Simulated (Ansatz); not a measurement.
# Sn4CN2O: a short molecular-dynamics run

A trajectory of Sn4CN2O, a randomly packed cell with 16 atoms that was not relaxed first: 30 steps of 0.5 fs at constant energy, with velocities drawn for 1200 K.

Program: Ansatz 0.2.0. Level of theory: DFT PBE, plane waves, PAW, scalar-relativistic, no spin polarisation. These are calculated values, not measurements.

## 1. The starting structure

The cell holds 16 atoms (C2N4O2Sn8): a = 8.468 Å, b = 6.312 Å, c = 6.697 Å, α = 96.99°, β = 84.92°, γ = 91.63°.

Structure file:

```cif
data_structure
_symmetry_space_group_name_H-M 'P 1'
_symmetry_Int_Tables_number 1
_cell_length_a 8.4684
_cell_length_b 6.3120
_cell_length_c 6.6973
_cell_angle_alpha 96.991
_cell_angle_beta 84.920
_cell_angle_gamma 91.633
_cell_volume 353.87
loop_
_atom_site_label
_atom_site_type_symbol
_atom_site_fract_x
_atom_site_fract_y
_atom_site_fract_z
_atom_site_occupancy
O1 O 0.99596 0.51930 0.09979 1
O2 O 0.82897 0.34036 0.90968 1
N1 N 0.74023 0.82981 0.31108 1
N2 N 0.63144 0.14384 0.69254 1
N3 N 0.31753 0.05507 0.05370 1
N4 N 0.24446 0.03512 0.38758 1
Sn1 Sn 0.95910 0.02242 0.64056 1
Sn2 Sn 0.55160 0.17797 0.30662 1
Sn3 Sn 0.85345 0.45358 0.47071 1
Sn4 Sn 0.38908 0.84090 0.67381 1
Sn5 Sn 0.70647 0.72957 0.88365 1
Sn6 Sn 0.41506 0.62574 0.20485 1
Sn7 Sn 0.31821 0.35492 0.78511 1
Sn8 Sn 0.99414 0.05799 0.15136 1
C1 C 0.09568 0.72176 0.85969 1
C2 C 0.10633 0.71617 0.35726 1
```

## 2. The run

The input, input.yaml:

```yaml
crystal:
  lattice:
    - [8.253969, 0.917057, 1.65684]
    - [-0.817935, 6.251353, -0.304796]
    - [-0.659225, -0.585605, 6.638981]
  atoms:
    - { symbol: O, position: [0.99596, 0.519301, 0.099791] }
    - { symbol: O, position: [0.82897, 0.340361, 0.909679] }
    - { symbol: "N", position: [0.740233, 0.829807, 0.311077] }
    - { symbol: "N", position: [0.631443, 0.143842, 0.692539] }
    - { symbol: "N", position: [0.317529, 0.055069, 0.053696] }
    - { symbol: "N", position: [0.24446, 0.035118, 0.387583] }
    - { symbol: Sn, position: [0.959104, 0.022421, 0.640561] }
    - { symbol: Sn, position: [0.551598, 0.177975, 0.306625] }
    - { symbol: Sn, position: [0.853454, 0.453579, 0.470708] }
    - { symbol: Sn, position: [0.389077, 0.840902, 0.673813] }
    - { symbol: Sn, position: [0.706467, 0.729573, 0.883654] }
    - { symbol: Sn, position: [0.415062, 0.625741, 0.204848] }
    - { symbol: Sn, position: [0.318206, 0.354924, 0.785106] }
    - { symbol: Sn, position: [0.99414, 0.057987, 0.151356] }
    - { symbol: C, position: [0.095677, 0.721765, 0.859689] }
    - { symbol: C, position: [0.106333, 0.71617, 0.35726] }
kpoints:
  mp_grid: { grid: [2, 3, 2] }
magnetization:
  spin_polarized: false
scf:
  occupations: { method: gaussian, width: 0.1 }
hamiltonian:
  pseudopotentials: { kind: paw }
  xc: pbe
basis:
  ecutwfc: 420
md:
  timestep: 0.5
  n_steps: 30
  ensemble: nve
  temperature: 1200.0
  initial_velocities: maxwell_boltzmann
  seed: 244206
```

Started as:

```
$ ansatz run input.yaml --threads 2 --pin off --max-ram 2560MiB --backend cpu --events-out ev --progress --plain --runs-dir out
```

Standard output:

```text
Warning: md: disabling space-group detection — thermal motion breaks the input geometry's symmetry, so no spatial operation reduces the k-mesh or symmetrises the density; time reversal is kept, so that k and −k are solved as one point where they differ and the mesh holds both, and exact exchange and, on two spinor components, a DFT+U term hold to it where the run has them: on two components no moment then forms, and a state that bears one, which a typed moment (crystal.atoms[].spin; refused beside efield: under a hybrid functional) reaches, can lie lower, under hf by electronvolts; crystal.symmetry.detect: false (a key that needs symmetry detection or time reversal refuses this as the deck is read) with time_reversal: false beside it drops time reversal too
Warning: RAYON_NUM_THREADS=2 ignored (pool sized by the plan → 2); use --threads N
Engine: ansatz 0.2.0, aarch64-unknown-linux-gnu
Pseudopotentials: kind: paw
Pseudopotential: O, paw, valence charge 6, recommended cutoff 420 eV (normal), O.paw.azcp
Pseudopotential: N, paw, valence charge 5, recommended cutoff 420 eV (normal), N.paw.azcp
Pseudopotential: Sn, paw, valence charge 14, recommended cutoff 420 eV (normal), Sn.paw.azcp
Pseudopotential: C, paw, valence charge 4, recommended cutoff 420 eV (normal), C.paw.azcp
Functional definition: PBE
  parameter kappa = 0.804
  parameter beta = 0.06672455060314922
  exchange = pbe_x(kappa = kappa, mu = beta*pi^2/3)
  correlation = pbe_c(beta = beta)
Crystal: 16 atoms, lattice volume = 353.874 Å³
Basis set: ecut = 420 eV, 6937 PW (Γ), exchange–correlation on 120×90×90 points (8 copies of the dense FFT grid, shifted against one another)
Bands: 92, of which v1, the nominal top of the filled ones, is band 76 counted from 1 (75 counted from 0)
Symmetry: 1 space group operations
k-points: 8 of 12 (time reversal used)
Non-local potential: O, projectors of the file, l = 0: 2, l = 1: 2, l = 2: 1
Non-local potential: N, projectors of the file, l = 0: 2, l = 1: 2, l = 2: 1
Non-local potential: Sn, projectors of the file, l = 0: 2, l = 1: 2, l = 2: 2, l = 3: 2
Non-local potential: C, projectors of the file, l = 0: 2, l = 1: 2, l = 2: 1
PAW form: soft (Blöchl's): semilocal exchange-correlation on the pseudo side does not see the compensation charge
PAW one-centre angular grid: O, 110 points (default); XC on 64 Gauss nodes
PAW one-centre angular grid: N, 110 points (default); XC on 64 Gauss nodes
PAW one-centre angular grid: Sn, 590 points (default); XC on 64 Gauss nodes
PAW one-centre angular grid: C, 110 points (default); XC on 64 Gauss nodes
Initial density: superposition of atomic densities (neutral atoms: chi_scale 0, normalization atom), corrected by the library's trained network
Initial wavefunctions: pseudopotential atomic-orbital guess
Functional: x = pbe(κ = 0.804, μ = 0.2195149727645171), c = pbe(β = 0.06672455060314922)
SCF iter   1: F=—  HF=-51335.971125 eV  |F-HF|=—  |Δ(HF+E_count)|=         —  Δρ=6.16e-3  dr2=1.44e-1  ethr=1.77e-3  ⟨swp⟩=6.0  Hψ=2733  notcnv=0
preconditioner: auto → Kerker (q_TF=auto, 2.370 Å⁻¹)  [metal: Δε(μ)=0.084 eV  Ē_g=15.397 eV  σ=0.100 eV  W_gap=0.44  n_scr=80 (ndim 8)  ℏωp=24.3 eV  f_vac=0.010  D(μ)=9.98/eV (n_scr^D=70)]
SCF iter   2: F=—  HF=-51335.955908 eV  |F-HF|=—  |Δ(HF+E_count)|=   1.52e-2  Δρ=2.94e-3  dr2=3.77e-2  ethr=9.48e-5  ⟨swp⟩=1.5  Hψ=859  notcnv=0
SCF iter   3: F=—  HF=-51335.952848 eV  |F-HF|=—  |Δ(HF+E_count)|=   3.06e-3  Δρ=5.44e-4  dr2=1.55e-3  ethr=2.48e-5  ⟨swp⟩=2.1  Hψ=827  notcnv=0
SCF iter   4: F=—  HF=-51335.952646 eV  |F-HF|=—  |Δ(HF+E_count)|=   2.02e-4  Δρ=2.27e-4  dr2=4.31e-4  ethr=1.02e-6  ⟨swp⟩=2.9  Hψ=1370  notcnv=0
SCF iter   5: F=—  HF=-51335.952645 eV  |F-HF|=—  |Δ(HF+E_count)|=   1.10e-6  Δρ=7.36e-5  dr2=3.55e-5  ethr=2.84e-7  ⟨swp⟩=2.0  Hψ=882  notcnv=0
SCF iter   6: F=—  HF=-51335.952643 eV  |F-HF|=—  |Δ(HF+E_count)|=   1.94e-6  Δρ=2.32e-5  dr2=5.21e-6  ethr=2.33e-8  ⟨swp⟩=3.0  Hψ=1493  notcnv=0
SCF iter   7: F=—  HF=-51335.952573 eV  |F-HF|=—  |Δ(HF+E_count)|=   7.01e-5  Δρ=9.68e-6  dr2=7.35e-7  ethr=3.43e-9  ⟨swp⟩=2.0  Hψ=903  notcnv=0
SCF iter   8: F=—  HF=-51335.952573 eV  |F-HF|=—  |Δ(HF+E_count)|=   1.52e-7  Δρ=3.78e-6  dr2=9.70e-8  ethr=4.84e-10  ⟨swp⟩=2.0  Hψ=1172  notcnv=0
SCF iter   9: F=-51335.952573 eV  HF=-51335.952573 eV  |F-HF|=1.43e-9  |Δ(HF+E_count)|=   2.25e-8  Δρ=1.50e-6  dr2=1.46e-8  ethr=1.05e-11  ⟨swp⟩=5.0  Hψ=2764  notcnv=0
SCF 1 converged in 9 iterations: F = -51335.952573 eV  dr2 = 1.46e-8
md step     0: t =     0.00 fs  T =  1200.0 K  F+E_penalty+E_count = -51335.95257271 eV  E_kin = 2.326680 eV  conserved = -51333.62589272 eV  (9 SCF iters)
[... from here on, the SCF cycles and remarks between the steps are left out, and one step in 2 is shown ...]
md step     1: t =     0.50 fs  T =  1206.4 K  F+E_penalty+E_count = -51335.96504718 eV  E_kin = 2.339158 eV  conserved = -51333.62588897 eV  (7 SCF iters)
md step     3: t =     1.50 fs  T =  1225.6 K  F+E_penalty+E_count = -51336.00213834 eV  E_kin = 2.376261 eV  conserved = -51333.62587770 eV  (7 SCF iters)
md step     5: t =     2.50 fs  T =  1253.4 K  F+E_penalty+E_count = -51336.05607661 eV  E_kin = 2.430216 eV  conserved = -51333.62586059 eV  (2 SCF iters)
md step     7: t =     3.50 fs  T =  1290.5 K  F+E_penalty+E_count = -51336.12795008 eV  E_kin = 2.502112 eV  conserved = -51333.62583767 eV  (2 SCF iters)
md step     9: t =     4.50 fs  T =  1337.6 K  F+E_penalty+E_count = -51336.21922401 eV  E_kin = 2.593415 eV  conserved = -51333.62580895 eV  (2 SCF iters)
md step    11: t =     5.50 fs  T =  1395.6 K  F+E_penalty+E_count = -51336.33179025 eV  E_kin = 2.706018 eV  conserved = -51333.62577261 eV  (3 SCF iters)
md step    13: t =     6.50 fs  T =  1465.9 K  F+E_penalty+E_count = -51336.46802562 eV  E_kin = 2.842296 eV  conserved = -51333.62572953 eV  (3 SCF iters)
md step    15: t =     7.50 fs  T =  1549.9 K  F+E_penalty+E_count = -51336.63085720 eV  E_kin = 3.005181 eV  conserved = -51333.62567572 eV  (3 SCF iters)
md step    17: t =     8.50 fs  T =  1649.5 K  F+E_penalty+E_count = -51336.82384376 eV  E_kin = 3.198233 eV  conserved = -51333.62561076 eV  (3 SCF iters)
md step    19: t =     9.50 fs  T =  1766.9 K  F+E_penalty+E_count = -51337.05130965 eV  E_kin = 3.425780 eV  conserved = -51333.62553001 eV  (2 SCF iters)
md step    21: t =    10.50 fs  T =  1904.8 K  F+E_penalty+E_count = -51337.31859134 eV  E_kin = 3.693164 eV  conserved = -51333.62542688 eV  (3 SCF iters)
md step    23: t =    11.50 fs  T =  2066.7 K  F+E_penalty+E_count = -51337.63245388 eV  E_kin = 4.007164 eV  conserved = -51333.62529024 eV  (3 SCF iters)
md step    25: t =    12.50 fs  T =  2257.3 K  F+E_penalty+E_count = -51338.00173795 eV  E_kin = 4.376633 eV  conserved = -51333.62510503 eV  (3 SCF iters)
md step    27: t =    13.50 fs  T =  2482.6 K  F+E_penalty+E_count = -51338.43834067 eV  E_kin = 4.813495 eV  conserved = -51333.62484539 eV  (3 SCF iters)
md step    29: t =    14.50 fs  T =  2751.1 K  F+E_penalty+E_count = -51338.95865240 eV  E_kin = 5.334170 eV  conserved = -51333.62448243 eV  (3 SCF iters)
md step    30: t =    15.00 fs  T =  2905.1 K  F+E_penalty+E_count = -51339.25698546 eV  E_kin = 5.632728 eV  conserved = -51333.62425794 eV  (8 SCF iters)
SCF converged after 8 iterations
Free energy (F): -51339.256985 eV
Harris-Foulkes:  -51339.256985 eV  (|F-HF|=4.55e-9)
Internal energy: -51339.206923 eV  (E = F + TS)
E sigma→0 (E₀):  -51339.231954 eV
Entropy (-TS):   -0.050063 eV (-3.129 meV/atom)
Fermi energy:    6.672646 eV
--- Per-component energies (eV) ---
  E_band       = -1089.735963
  E_kinetic    = 2427.641229
  E_local      = -9721.745485  (includes V_loc(G=0)·N_el)
  E_nonlocal   = 75.470399
  E_hartree    = 5212.655483
  E_xc         = -3514.071356
  E_vxc        = -1337.641210  (∫ρ·V_xc dr)
  E_paw        = -34082.969084  (= ΣΔE_a)
  E_vpaw       = -2958.777160  (= ΣTr[D̂ρ^β])
  E_aug_tail   = 0.004762  (compensation charges beyond the density's cutoff)
  E_ewald      = -11736.192871
  E_smearing   = -0.050063  (= −TS)
  E_closure    = -0.000000  (closes the sum)
  Σ components = -51339.256985   (vs F -51339.256985, Δ=0.00e0)
--- Forces (eV/Å), atoms counted from 1 ---
  atom   1  O      2.21307846     3.43306895    -2.97014772
  atom   2  O      0.16270582    -0.05259782    -0.12169679
  atom   3  N     -1.21188165     0.50668343    -1.89301142
  atom   4  N     -1.19848596    -0.18869932    -0.92376057
  atom   5  N      0.22637764     0.59967721    -1.12163643
  atom   6  N     -1.23660584    -2.58602328     0.01681638
  atom   7  Sn    -0.12776601    -0.11944732    -0.05317901
  atom   8  Sn     0.27775613    -1.76488036     0.67916982
  atom   9  Sn     0.10238805     0.93419361    -0.35658716
  atom  10  Sn     0.28024587     1.75248478     0.61203207
  atom  11  Sn     0.67875191    -0.47067143     1.16372470
  atom  12  Sn    -0.44660747     0.63296523     0.44723614
  atom  13  Sn     0.29014418    -1.22372042     0.93211960
  atom  14  Sn     1.24361247    -0.26535523    -0.25741895
  atom  15  C     -2.60669260    -3.47012587     3.22107135
  atom  16  C      1.35298015     2.28247275     0.62524663
  max |Σ_I F_I| component: 2.49e-5 eV/Å
--- MD trajectory: 30 steps, t = 0.0 → 15.0 fs ---
  final state: T = 2905.1 K   F+E_penalty+E_count = -51339.25698546 eV   E_kin = 5.632728 eV
  conserved energy: peak-to-peak 1.635e-3 eV (1.022e-4 eV/atom) over 15.0 fs
```

Wall time 3.7 min (2 threads of an Arm CPU, shared host); peak memory 0.8 GiB.

## 3. Frames and traces

One step in 3; energies are changes from step 0; msd is the mean square displacement from the start, the centre of mass held:

| time (fs) | T (K) | potential energy change (meV/atom) | total energy change (meV/atom) | msd O (Å²) | msd N (Å²) | msd C (Å²) | msd Sn (Å²) |
| --- | --- | --- | --- | --- | --- | --- | --- |
| 0.0 | 1200 | 0.0 | 0.00 | 0.000 | 0.000 | 0.000 | 0.000 |
| 1.5 | 1226 | -3.1 | 0.00 | 0.001 | 0.001 | 0.000 | 0.000 |
| 3.0 | 1271 | -8.6 | 0.00 | 0.003 | 0.002 | 0.002 | 0.000 |
| 4.5 | 1338 | -16.7 | 0.01 | 0.007 | 0.006 | 0.005 | 0.000 |
| 6.0 | 1429 | -27.8 | 0.01 | 0.013 | 0.011 | 0.009 | 0.001 |
| 7.5 | 1550 | -42.4 | 0.01 | 0.020 | 0.017 | 0.015 | 0.001 |
| 9.0 | 1706 | -61.3 | 0.02 | 0.030 | 0.026 | 0.024 | 0.001 |
| 10.5 | 1905 | -85.4 | 0.03 | 0.042 | 0.037 | 0.035 | 0.002 |
| 12.0 | 2158 | -116.1 | 0.04 | 0.057 | 0.052 | 0.050 | 0.002 |
| 13.5 | 2483 | -155.4 | 0.07 | 0.075 | 0.069 | 0.071 | 0.003 |
| 15.0 | 2905 | -206.5 | 0.10 | 0.097 | 0.090 | 0.099 | 0.003 |

time (fs), T (K) and a bar:
```
      0.0       1200 
      0.5       1206 
      1.5       1226 
      2.0       1238 #
      2.5       1253 #
      3.5       1290 ##
      4.0       1313 ##
      4.5       1338 ##
      5.0       1365 ###
      6.0       1429 ####
      6.5       1466 #####
      7.0       1506 #####
      8.0       1598 #######
      8.5       1650 ########
      9.0       1706 #########
     10.0       1833 ###########
     10.5       1905 ############
     11.0       1982 ##############
     11.5       2067 ###############
     12.5       2257 ###################
     13.0       2365 ####################
     13.5       2483 #######################
     14.5       2751 ###########################
     15.0       2905 ##############################
```

Pair distribution over the second half of the run:

| r (Å) | g N–Sn | g O–Sn |
| --- | --- | --- |
| 0.68 | 0.00 | 0.00 |
| 0.84 | 0.00 | 0.00 |
| 1.00 | 0.00 | 0.00 |
| 1.16 | 0.00 | 0.00 |
| 1.32 | 0.00 | 0.00 |
| 1.48 | 0.00 | 0.00 |
| 1.64 | 0.00 | 0.00 |
| 1.80 | 0.00 | 0.00 |
| 1.96 | 0.00 | 0.00 |
| 2.12 | 0.00 | 0.00 |
| 2.28 | 0.00 | 0.00 |
| 2.44 | 0.48 | 0.00 |
| 2.60 | 2.18 | 0.00 |
| 2.76 | 5.60 | 2.95 |
| 2.92 | 3.34 | 2.72 |
| 3.08 | 2.12 | 1.35 |

First peaks of g(r) (not always the tallest), and, where a minimum follows, the mean number of second-named atoms round a first-named one up to the next minimum:

| pair | peak (Å) | height | minimum (Å) | neighbours |
| --- | --- | --- | --- | --- |
| N–Sn | 2.76 | 5.6 | - | - |

## 4. Frames from the trajectory

Extended XYZ, with forces in eV/Å:

```xyz
16
Lattice="8.254 0.917 1.657 -0.818 6.251 -0.305 -0.659 -0.586 6.639" Properties=species:S:1:pos:R:3:forces:R:3 pbc="T T T" time_fs=2.5 T=1253 dE=-0.1035
O     7.740    4.107    2.126    0.792    0.883   -0.450
O     5.962    2.356    7.367   -0.013    0.064   -0.283
N     5.183    5.661    3.025   -0.788    0.707   -1.434
N     4.618    1.022    5.585   -0.655   -0.228   -0.719
N     2.526    0.625    0.846    0.248    0.262    0.046
N     1.726    0.211    2.967   -0.172   -1.110   -0.461
Sn    7.476    0.655    5.830   -0.445   -0.131   -0.057
Sn    4.216    1.439    2.900    0.027   -1.535    0.446
Sn    6.364    3.349    4.396    0.246    1.091   -0.513
Sn    2.075    5.216    4.863   -0.145    1.144    0.458
Sn    4.642    4.680    6.815    0.813   -0.739    1.276
Sn    2.785    4.173    1.862   -0.880    0.675    0.223
Sn    1.825    2.057    5.631    0.150   -0.769    0.682
Sn    8.056    1.185    2.633    1.021   -0.651   -0.157
C    -0.352    4.064    5.684   -0.760   -0.252    1.105
C     0.055    4.373    2.321    0.561    0.588   -0.161
16
Lattice="8.254 0.917 1.657 -0.818 6.251 -0.305 -0.659 -0.586 6.639" Properties=species:S:1:pos:R:3:forces:R:3 pbc="T T T" time_fs=5.0 T=1365 dE=-0.3201
O     7.752    4.116    2.095    0.780    1.001   -0.889
O     5.961    2.357    7.425    0.147    0.140   -0.096
N     5.137    5.640    3.005   -0.863    0.652   -1.511
N     4.596    0.971    5.567   -0.805   -0.293   -0.803
N     2.513    0.648    0.827    0.259    0.322   -0.172
N     1.718    0.200    2.965   -0.294   -1.274   -0.347
Sn    7.477    0.665    5.825   -0.406   -0.167   -0.048
Sn    4.227    1.438    2.904    0.062   -1.580    0.517
Sn    6.364    3.356    4.391    0.224    1.107   -0.499
Sn    2.071    5.213    4.865   -0.033    1.280    0.484
Sn    4.633    4.669    6.815    0.807   -0.678    1.260
Sn    2.791    4.173    1.867   -0.815    0.669    0.262
Sn    1.832    2.062    5.631    0.138   -0.822    0.727
Sn    8.053    1.184    2.631    1.102   -0.623   -0.192
C    -0.341    4.031    5.727   -0.909   -0.533    1.378
C     0.057    4.383    2.312    0.607    0.799   -0.071
16
Lattice="8.254 0.917 1.657 -0.818 6.251 -0.305 -0.659 -0.586 6.639" Properties=species:S:1:pos:R:3:forces:R:3 pbc="T T T" time_fs=7.5 T=1550 dE=-0.6783
O     7.768    4.129    2.062    0.814    1.207   -1.361
O     5.959    2.359    7.482    0.288    0.201    0.048
N     5.087    5.623    2.978   -0.951    0.605   -1.604
N     4.570    0.919    5.545   -0.936   -0.337   -0.856
N     2.502    0.671    0.807    0.283    0.398   -0.403
N     1.708    0.183    2.961   -0.456   -1.484   -0.235
Sn    7.477    0.675    5.820   -0.348   -0.193   -0.046
Sn    4.238    1.436    2.909    0.101   -1.630    0.577
Sn    6.365    3.364    4.386    0.201    1.107   -0.473
Sn    2.066    5.211    4.867    0.077    1.421    0.516
Sn    4.624    4.658    6.817    0.796   -0.618    1.239
Sn    2.796    4.174    1.872   -0.745    0.663    0.304
Sn    1.838    2.068    5.631    0.133   -0.886    0.777
Sn    8.051    1.183    2.629    1.182   -0.590   -0.219
C    -0.334    3.994    5.777   -1.128   -0.917    1.715
C     0.061    4.398    2.303    0.690    1.052    0.019
16
Lattice="8.254 0.917 1.657 -0.818 6.251 -0.305 -0.659 -0.586 6.639" Properties=species:S:1:pos:R:3:forces:R:3 pbc="T T T" time_fs=10.0 T=1833 dE=-1.2270
O     7.787    4.146    2.023    0.956    1.576   -1.852
O     5.959    2.361    7.539    0.386    0.225    0.114
N     5.033    5.608    2.944   -1.050    0.572   -1.712
N     4.540    0.865    5.519   -1.046   -0.347   -0.880
N     2.491    0.697    0.785    0.306    0.479   -0.633
N     1.697    0.160    2.957   -0.661   -1.745   -0.139
Sn    7.477    0.685    5.815   -0.278   -0.198   -0.050
Sn    4.249    1.433    2.914    0.151   -1.684    0.622
Sn    6.366    3.372    4.381    0.173    1.086   -0.434
Sn    2.062    5.210    4.869    0.177    1.553    0.548
Sn    4.615    4.646    6.819    0.774   -0.564    1.215
Sn    2.800    4.175    1.877   -0.665    0.660    0.352
Sn    1.845    2.072    5.631    0.137   -0.962    0.828
Sn    8.050    1.182    2.627    1.249   -0.539   -0.233
C    -0.332    3.954    5.835   -1.439   -1.461    2.121
C     0.069    4.418    2.294    0.829    1.349    0.133
16
Lattice="8.254 0.917 1.657 -0.818 6.251 -0.305 -0.659 -0.586 6.639" Properties=species:S:1:pos:R:3:forces:R:3 pbc="T T T" time_fs=12.5 T=2257 dE=-2.0492
O     7.809    4.170    1.977    1.340    2.240   -2.364
O     5.960    2.364    7.596    0.382    0.168    0.063
N     4.974    5.596    2.903   -1.144    0.544   -1.817
N     4.506    0.810    5.490   -1.130   -0.301   -0.892
N     2.482    0.724    0.761    0.300    0.551   -0.867
N     1.682    0.130    2.951   -0.917   -2.087   -0.055
Sn    7.477    0.695    5.810   -0.199   -0.174   -0.055
Sn    4.260    1.429    2.920    0.210   -1.734    0.657
Sn    6.367    3.381    4.375    0.139    1.036   -0.390
Sn    2.057    5.210    4.872    0.250    1.664    0.573
Sn    4.607    4.634    6.821    0.738   -0.518    1.189
Sn    2.805    4.176    1.883   -0.570    0.655    0.404
Sn    1.852    2.077    5.632    0.172   -1.063    0.879
Sn    8.050    1.180    2.625    1.283   -0.446   -0.243
C    -0.338    3.905    5.905   -1.896   -2.255    2.613
C     0.081    4.445    2.285    1.043    1.722    0.306
16
Lattice="8.254 0.917 1.657 -0.818 6.251 -0.305 -0.659 -0.586 6.639" Properties=species:S:1:pos:R:3:forces:R:3 pbc="T T T" time_fs=15.0 T=2905 dE=-3.3044
O     7.837    4.202    1.922    2.213    3.433   -2.970
O     5.963    2.368    7.654    0.163   -0.053   -0.122
N     4.910    5.586    2.855   -1.212    0.507   -1.893
N     4.467    0.753    5.457   -1.198   -0.189   -0.924
N     2.474    0.754    0.732    0.226    0.600   -1.122
N     1.664    0.090    2.946   -1.237   -2.586    0.017
Sn    7.476    0.705    5.805   -0.128   -0.119   -0.053
Sn    4.271    1.425    2.926    0.278   -1.765    0.679
Sn    6.368    3.391    4.369    0.102    0.934   -0.357
Sn    2.053    5.210    4.874    0.280    1.752    0.612
Sn    4.599    4.622    6.824    0.679   -0.471    1.164
Sn    2.809    4.178    1.888   -0.447    0.633    0.447
Sn    1.859    2.080    5.633    0.290   -1.224    0.932
Sn    8.050    1.179    2.623    1.244   -0.265   -0.257
C    -0.354    3.846    5.987   -2.607   -3.470    3.221
C     0.099    4.480    2.278    1.353    2.282    0.625
```

## 5. Results

| quantity | value |
| --- | --- |
| length | 30 steps of 0.5 fs |
| temperature, first and last step | 1200 and 2905 K |
| temperature, second half | mean 2099 K, from 1550 to 2905 K |
| potential energy, second half | -109 meV/atom from the start |
| largest change of the total energy | 0.10 meV/atom |
| mean square displacement, second half | O 0.053, N 0.048, C 0.048, Sn 0.002 Å² |

In words: The temperature starts at 1200 K and averages 2099 K in the second half, where it still rises, from 1550 to 2905 K; the start was no minimum (force components up to 1.5 eV/Å), and the potential energy that it sheds (109 meV/atom) turns into motion. The total energy strays from its start by at most 0.10 meV/atom, under 0.1 % of the mean kinetic energy, which is good for a step of 0.5 fs. Over the second half O atoms stand 0.2 Å (root mean square) from where they began, and the farthest move is 0.4 Å. Averages from a run of 15 fs with 16 atoms are rough. The k-mesh is coarse for this cell.
